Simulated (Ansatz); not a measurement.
## CH₄FGaO₂, SMILES O[CH2][Ga]([OH])[F]: a ladder of methods at one geometry, step by step

With the Ansatz DFT code, driven from Python.

`ch4fgao2.xyz`
```text
9

O    -0.32560    0.93030    1.88210
C    -0.21060    0.04620    0.84070
Ga    1.12880    0.18310   -0.82760
O     0.24270   -1.04610   -2.01970
F     0.01920    1.11860   -1.55130
H    -0.64450    1.82690    1.41130
H    -1.05210   -0.63490    0.81820
H     0.75640   -0.52070    1.01230
H     0.17420   -1.94960   -1.58300
```

At the Python prompt:
```pycon
>>> from dataclasses import dataclass
>>> from pathlib import Path
>>> import ansatz as az
>>> import numpy as np
>>> @dataclass(frozen=True)
... class Settings:
...     basis: str = 'def2-SVP'
...
>>> settings = Settings()
>>> ch4fgao2 = az.Crystal.molecule_from_extxyz('ch4fgao2.xyz')
>>> model = ch4fgao2.calculation().basis(gaussian=settings.basis)
>>> print('functional    E (Ha)        dipole (D)   HOMO (eV)  LUMO (eV)')
functional    E (Ha)        dipole (D)   HOMO (eV)  LUMO (eV)
>>> for name in ['lda', 'pbe', 'b3lyp', 'lc_wpbe']:
...     summary = model.functional(name).forces().orbitals().run(threads=1, runs_dir='runs').report
...     lines = Path(summary['orbitals_path']).read_text().splitlines()
...     field_of = lambda key: [line.split('=')[1].strip() for line in lines if line.startswith(key)]
...     orbitals = [(27.211386 * float(e), s, float(n)) for e, s, n in zip(field_of('Ene='), field_of('Spin='), field_of('Occup='))]
...     homo = max(e for e, _, n in orbitals if n > 0.5)
...     lumo = min(e for e, _, n in orbitals if n < 0.5)
...     dipole = 4.803205 * np.linalg.norm(summary['charge_distribution']['dipole_moment_e_ang'])
...     print(f'{name:10s} {summary["free_energy_ev"] / 27.211386246:14.6f} {dipole:9.3f} {homo:11.3f} {lumo:10.3f}')
...
lda          -2209.970135     3.237      -5.681     -4.709
pbe          -2214.480515     3.217      -5.509     -4.536
b3lyp        -2215.109064     3.541      -6.491     -4.246
lc_wpbe      -2214.626773     3.770      -9.023     -2.172
```

Reading the output:
- Total energies depend on the basis set; only differences at equal settings carry meaning.
- The geometry is a force-field or estimated start, not a minimum of this method, and the basis set is short of its limit. A lower total doesn't mark the better method: functionals have no common bound, and MP2 and coupled cluster aren't variational.
- b3lyp holds the VWN-RPA fit, as in Gaussian; the form of ORCA and Turbomole is b3lyp5.
- Levels such as HOMO and LUMO are orbital energies: with these approximate functionals they aren't the ionisation energy and electron affinity, and their gap isn't the fundamental gap.
- The whole script took 20 s on 1 thread of Arm Neoverse V2, with other jobs on the host, peak memory 0.3 GiB.
